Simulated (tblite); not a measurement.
# CdS at GFN2-xTB (tblite): moving one setting at a time

Which settings matter? One reference run, then one change at a time; some changes are unwise on purpose.

Program: tblite 0.8.0. Level of theory: GFN2-xTB (tblite), atoms fixed, no spin polarisation. These are calculated values, not measurements.

### 1 The system as given

It takes space group F-43m (No. 216, cubic). Conventional cell: a = 5.878 Å, b = 5.878 Å, c = 5.878 Å, α = 90.00°, β = 90.00°, γ = 90.00°. Cd (site symmetry -43m) has 4 S at 2.55 Å as nearest neighbours. S (site symmetry -43m) is surrounded by 4 Cd at 2.55 Å.

Structure file:

```cif
data_structure
_symmetry_space_group_name_H-M 'P 1'
_symmetry_Int_Tables_number 1
_cell_length_a 4.1567
_cell_length_b 4.1567
_cell_length_c 4.1567
_cell_angle_alpha 60.000
_cell_angle_beta 60.000
_cell_angle_gamma 60.000
_cell_volume 50.78
loop_
_atom_site_label
_atom_site_type_symbol
_atom_site_fract_x
_atom_site_fract_y
_atom_site_fract_z
_atom_site_occupancy
Cd1 Cd 0.00000 0.00000 0.00000 1
S1 S 0.25000 0.25000 0.25000 1
```

The structure type (zincblende) is imposed and need not be the compound's stable one.

### 2 The reference run

Contents of run.py:

```python
import json
from ase import Atoms
from ase.build import make_supercell
from ase.units import Bohr, GPa, Hartree
from tblite.interface import Calculator

atoms = Atoms(['Cd', 'S'],
              cell=[[0.0, 2.93921484, 2.93921484], [2.93921484, 0.0, 2.93921484], [2.93921484, 2.93921484, 0.0]],
              scaled_positions=[[0.0, 0.0, 0.0], [0.25, 0.25, 0.25]],
              pbc=True)
cluster = make_supercell(atoms, [[-2, 2, 2], [-2, -2, 2], [2, -2, 2]])
calc = Calculator('GFN2-xTB', cluster.numbers, cluster.positions / Bohr, lattice=cluster.cell[:] / Bohr, periodic=cluster.pbc)
calc.set('temperature', 0.02 / Hartree)
calc.set('max-iter', 150)
res = calc.singlepoint()
levels = res.get('orbital-energies') * Hartree
nv = round(res.get('orbital-occupations').sum() / 2)
cells = len(cluster) // len(atoms)
out = {'energy_per_cell': res.get('energy') * Hartree / cells, 'homo': levels[nv - 1], 'lumo': levels[nv],
       'stress': (-res.get('virial') * Hartree / cluster.get_volume() / GPa).tolist(), 'charges': res.get('charges')[:len(atoms)].tolist(), 'electrons': 2 * nv / cells}
json.dump(out, open('results.json', 'w'))
for key, value in out.items():
    print(key, value)
```

Run with:

```
> python run.py
```

The program printed:

```text
------------------------------------------------------------
  cycle        total energy    energy error   density error
------------------------------------------------------------
      1     -114.8699976921  -1.1512250E+02   4.6053338E-01
      2     -125.6243709924  -1.0754373E+01   1.2737143E-01
      3     -125.8264882710  -2.0211728E-01   4.7846876E-02
      4     -125.7918522071   3.4636064E-02   3.1582186E-02
      5     -125.6198843824   1.7196782E-01   5.2730605E-02
      6     -125.8382674196  -2.1838304E-01   1.9014657E-02
      7     -125.8644736987  -2.6206279E-02   5.2572709E-03
      8     -125.8640464913   4.2720735E-04   5.4326971E-03
      9     -125.8662743519  -2.2278606E-03   3.5331544E-04
     10     -125.8662793392  -4.9872860E-06   5.3427994E-05
     11     -125.8662789307   4.0857763E-07   8.7497404E-05
     12     -125.8662795700  -6.3934503E-07   9.0253659E-06
------------------------------------------------------------

 total:                                   3.446 sec
energy_per_cell -107.0311225259443
homo -10.285859239293412
lumo -9.942854006053537
stress [[2.6686128854713007, -3.224994459331345e-06, 3.2249954559134795e-06], [-3.22499445936854e-06, 2.6686128854718376, 3.2249954146053183e-06], [3.224995455879843e-06, 3.224995414621084e-06, 2.6686128854715565]]
charges [0.39967831749714133, -0.39968018524793286]
electrons 8.0
```

Run time: 4.1 s. Hardware: 1 thread of Arm Neoverse V2, shared host; peak memory 0.12 GiB.

Gap 0.34 eV; pressure 2.7 GPa. The 64 atoms of the cluster fold only a few k-points onto the zone centre, so gap and energy may not be converged in the cluster's size.

### 3 Change: method = IPEA1-xTB

run.py, as its differences from that of step 2:

```diff
@@ -11,3 +11,3 @@
 cluster = make_supercell(atoms, [[-2, 2, 2], [-2, -2, 2], [2, -2, 2]])
-calc = Calculator('GFN2-xTB', cluster.numbers, cluster.positions / Bohr, lattice=cluster.cell[:] / Bohr, periodic=cluster.pbc)
+calc = Calculator('IPEA1-xTB', cluster.numbers, cluster.positions / Bohr, lattice=cluster.cell[:] / Bohr, periodic=cluster.pbc)
 calc.set('temperature', 0.02 / Hartree)
```

Run with:

```
> python run.py
```

The program printed:

```text
------------------------------------------------------------
  cycle        total energy    energy error   density error
------------------------------------------------------------
      1     -142.0755126301  -1.4194640E+02   8.8080409E-01
      2     -145.7875590238  -3.7120464E+00   4.0497307E-01
      3     -146.7873600346  -9.9980101E-01   2.8657906E-01
      4     -147.1120305666  -3.2467053E-01   3.7687942E-02
      5     -147.1360902030  -2.4059636E-02   1.5020009E-03
      6     -147.1361101330  -1.9930023E-05   2.2459175E-04
      7     -147.1361102706  -1.3760706E-07   2.2171807E-05
      8     -147.1361102800  -9.3701260E-09   9.2647689E-07
------------------------------------------------------------

 total:                                   1.404 sec
energy_per_cell -125.11804671723868
homo -13.54124623279065
lumo -12.544306212220524
stress [[-4.030544234239659, -1.3717884472565782e-14, 2.4100113760118802e-15], [-1.4011062558662185e-14, -4.030544234239654, 1.7048753336472466e-15], [2.377066995829443e-15, 1.8575512966267986e-15, -4.030544234239666]]
charges [0.2687192140066137, -0.2687192140064617]
electrons 8.0
```

Run time: 2 s. Hardware: 1 thread of Arm Neoverse V2, shared host; peak memory 0.12 GiB.

Totals of another method or basis aren't compared here.

### 4 Change: temperature = 0.1

run.py, as its differences from that of step 3:

```diff
@@ -11,4 +11,4 @@
 cluster = make_supercell(atoms, [[-2, 2, 2], [-2, -2, 2], [2, -2, 2]])
-calc = Calculator('IPEA1-xTB', cluster.numbers, cluster.positions / Bohr, lattice=cluster.cell[:] / Bohr, periodic=cluster.pbc)
-calc.set('temperature', 0.02 / Hartree)
+calc = Calculator('GFN2-xTB', cluster.numbers, cluster.positions / Bohr, lattice=cluster.cell[:] / Bohr, periodic=cluster.pbc)
+calc.set('temperature', 0.1 / Hartree)
 calc.set('max-iter', 150)
```

Run with:

```
> python run.py
```

The program printed:

```text
------------------------------------------------------------
  cycle        total energy    energy error   density error
------------------------------------------------------------
      1     -114.8699976921  -1.1512250E+02   4.6053338E-01
      2     -125.6260895152  -1.0756092E+01   1.2728777E-01
      3     -125.7944653446  -1.6837583E-01   4.9848031E-02
      4     -125.6276910799   1.6677426E-01   5.5522043E-02
      5     -125.8686022780  -2.4091120E-01   4.7872265E-03
      6     -125.7787767329   8.9825545E-02   3.2727115E-02
      7     -125.8627632894  -8.3986556E-02   9.7233733E-03
      8     -125.8703086009  -7.5453116E-03   3.1641737E-03
      9     -125.8711229216  -8.1432062E-04   2.2246128E-04
     10     -125.8711251726  -2.2510006E-06   1.2968923E-04
     11     -125.8711263506  -1.1780625E-06   5.7920041E-05
     12     -125.8711266298  -2.7921814E-07   8.2725035E-06
------------------------------------------------------------

 total:                                   3.448 sec
energy_per_cell -107.03524425146058
homo -10.302242115825191
lumo -9.897889729184088
stress [[2.9616934376032904, -3.175567970553323e-06, 3.175568083137027e-06], [-3.17556797055799e-06, 2.961693437603431, 3.1755680729925303e-06], [3.17556808325128e-06, 3.1755680729314702e-06, 2.9616934376033694]]
charges [0.3964448439093461, -0.3964466335004183]
electrons 8.0
```

It took 4 s on 1 thread of Arm Neoverse V2, shared host; peak memory 0.11 GiB.

Against the reference run the gap moves by +0.06 eV and the energy by -2.1 meV/atom.

### 5 Change: temperature = 0.3

run.py, as its differences from that of step 4:

```diff
@@ -12,3 +12,3 @@
 calc = Calculator('GFN2-xTB', cluster.numbers, cluster.positions / Bohr, lattice=cluster.cell[:] / Bohr, periodic=cluster.pbc)
-calc.set('temperature', 0.1 / Hartree)
+calc.set('temperature', 0.3 / Hartree)
 calc.set('max-iter', 150)
```

Run with:

```
> python run.py
```

The program printed:

```text
------------------------------------------------------------
  cycle        total energy    energy error   density error
------------------------------------------------------------
      1     -114.8701461836  -1.1512265E+02   4.6053177E-01
      2     -125.7281897172  -1.0858044E+01   1.2288824E-01
      3     -125.8865045962  -1.5831488E-01   4.7338274E-02
      4     -125.8354295253   5.1075071E-02   3.4173134E-02
      5     -125.7098487914   1.2558073E-01   5.1613685E-02
      6     -125.9067314638  -1.9688267E-01   1.4359046E-02
      7     -125.9244206197  -1.7689156E-02   2.0347158E-03
      8     -125.9247565917  -3.3597203E-04   1.1775469E-04
      9     -125.9247455355   1.1056181E-05   3.7826197E-04
     10     -125.9247568031  -1.1267546E-05   9.0772473E-05
     11     -125.9247574564  -6.5330082E-07   2.5114728E-05
     12     -125.9247574994  -4.3032657E-08   1.1324507E-05
------------------------------------------------------------

 total:                                   3.468 sec
energy_per_cell -107.08084957314807
homo -10.330794380621954
lumo -9.803569604977797
stress [[3.5467277079486443, -3.0827033474221592e-06, 3.082703318713152e-06], [-3.0827033476148757e-06, 3.5467277079487642, 3.082703393106381e-06], [3.08270331878254e-06, 3.0827033929666075e-06, 3.546727707948809]]
charges [0.39047631115540454, -0.3904778556281101]
electrons 8.0
```

Run time: 4.1 s. Hardware: 1 thread of Arm Neoverse V2, shared host; peak memory 0.12 GiB.

Against the reference run the gap moves by +0.18 eV and the energy by -24.9 meV/atom. At a high electronic temperature the free energy holds a large −TS term.

### 6 Change: temperature = 2.0

run.py, as its differences from that of step 5:

```diff
@@ -12,3 +12,3 @@
 calc = Calculator('GFN2-xTB', cluster.numbers, cluster.positions / Bohr, lattice=cluster.cell[:] / Bohr, periodic=cluster.pbc)
-calc.set('temperature', 0.3 / Hartree)
+calc.set('temperature', 2.0 / Hartree)
 calc.set('max-iter', 150)
```

Run with:

```
> python run.py
```

The program printed:

```text
------------------------------------------------------------
  cycle        total energy    energy error   density error
------------------------------------------------------------
      1     -120.2613360578  -1.2051384E+02   3.9699243E-01
      2     -129.5816297938  -9.3202937E+00   1.1666497E-01
      3     -129.7120853219  -1.3045553E-01   4.8810740E-02
      4     -129.7156361293  -3.5508073E-03   1.2403138E-02
      5     -129.7178047192  -2.1685899E-03   1.0688284E-02
      6     -129.7269176030  -9.1128838E-03   1.6359120E-03
      7     -129.7253469200   1.5706830E-03   4.5036752E-03
      8     -129.7270467824  -1.6998624E-03   9.9778635E-04
      9     -129.7271046210  -5.7838565E-05   4.9920585E-04
     10     -129.7271218371  -1.7216113E-05   1.6812982E-04
     11     -129.7271240545  -2.2174077E-06   4.6540050E-06
     12     -129.7271240556  -1.0751080E-09   5.8470042E-07
------------------------------------------------------------

 total:                                   3.471 sec
energy_per_cell -110.31421407833123
homo -10.126047079081141
lumo -9.148806891592193
stress [[15.28731106281324, -3.6711728780712827e-06, 3.671172892395887e-06], [-3.6711728790133243e-06, 15.28731106281322, 3.6711728632248305e-06], [3.6711728931811434e-06, 3.671172863240583e-06, 15.28731106281332]]
charges [0.382274278119731, -0.3822759659181536]
electrons 8.0
```

It took 4.1 s on 1 thread of Arm Neoverse V2, shared host; peak memory 0.12 GiB.

Against the reference run the gap moves by +0.63 eV and the energy by -1641.5 meV/atom. At a high electronic temperature the free energy holds a large −TS term.

### 7 Change: cluster = 1x1x1

run.py, as its differences from that of step 6:

```diff
@@ -10,5 +10,5 @@
               pbc=True)
-cluster = make_supercell(atoms, [[-2, 2, 2], [-2, -2, 2], [2, -2, 2]])
+cluster = make_supercell(atoms, [[-1, 1, 1], [-1, -1, 1], [1, -1, 1]])
 calc = Calculator('GFN2-xTB', cluster.numbers, cluster.positions / Bohr, lattice=cluster.cell[:] / Bohr, periodic=cluster.pbc)
-calc.set('temperature', 2.0 / Hartree)
+calc.set('temperature', 0.02 / Hartree)
 calc.set('max-iter', 150)
```

Run with:

```
> python run.py
```

The program printed:

```text
[... start of the log left out ...]
    123     -15.60187230452   5.4174267E-05   2.4658306E-02
    124     -15.60261203322  -7.3972869E-04   2.3596397E-02
    125     -15.60259462477   1.7408447E-05   2.3384274E-02
    126     -15.60328762814  -6.9300336E-04   2.2314582E-02
    127     -15.60330447061  -1.6842473E-05   2.2061275E-02
    128     -15.60394924224  -6.4477163E-04   2.0985043E-02
    129     -15.60399716486  -4.7922626E-05   2.0689218E-02
    130     -15.60459215749  -5.9499263E-04   1.9608543E-02
    131     -15.60466727285  -7.5115364E-05   1.9269295E-02
    132     -15.60521094076  -5.4366791E-04   1.8187358E-02
    133     -15.60530860868  -9.7667919E-05   1.7804503E-02
    134     -15.60579949240  -4.9088372E-04   1.6725823E-02
    135     -15.60591433181  -1.1483941E-04   1.6300280E-02
    136     -15.60635120021  -4.3686840E-04   1.5230961E-02
    137     -15.60647717996  -1.2597974E-04   1.4765220E-02
    138     -15.60685924082  -3.8206087E-04   1.3713126E-02
    139     -15.60698988339  -1.3064257E-04   1.3211780E-02
    140     -15.60731706082  -3.2717743E-04   1.2186570E-02
    141     -15.60744578588  -1.2872506E-04   1.1656826E-02
    142     -15.60771903874  -2.7325285E-04   1.0669727E-02
    143     -15.60783964724  -1.2060851E-04   1.0121785E-02
    144     -15.60806126915  -2.2162191E-04   9.1850101E-03
    145     -15.60816852126  -1.0725210E-04   8.6321383E-03
    146     -15.60834233021  -1.7380895E-04   7.7578525E-03
    147     -15.60843250959  -9.0179380E-05   7.2159901E-03
    148     -15.60856382520  -1.3131561E-04   6.4148665E-03
    149     -15.60863513635  -7.1311154E-05   5.9016729E-03
    150     -15.60873047806  -9.5341708E-05   5.1811665E-03
------------------------------------------------------------

 total:                                   0.548 sec
tblite.exceptions.TBLiteRuntimeError: SCF not converged in 150 cycles
```

Run time: 1.1 s. Hardware: 1 thread of Arm Neoverse V2, shared host; peak memory 0.092 GiB.

The run did not converge.

### 8 What moved

| change | ends | gap (eV) | energy (meV/atom) | pressure (GPa) | time |
| --- | --- | --- | --- | --- | --- |
| none | converged | 0.34 | 0 | 2.7 | 4.1 s |
| method = IPEA1-xTB | converged | +0.65 | – | -6.7 | 2 s |
| temperature = 0.1 | converged | +0.06 | -2.1 | +0.3 | 4 s |
| temperature = 0.3 | converged | +0.18 | -24.9 | +0.9 | 4.1 s |
| temperature = 2.0 | converged | +0.63 | -1641.5 | +12.6 | 4.1 s |
| cluster = 1x1x1 | not converged | – | – | – | 1.1 s |

The first row holds values, the others changes from it. Keys are the program's: temperature in eV (tblite) or K (CP2K), cutoffs in Ry, CUTOFP in Å. Among the numerical settings, temperature = 2.0 moves the energy most (-1641.5 meV/atom). 1 of the 5 changes gave no result. The changed runs test settings; they are no properties of the crystal.
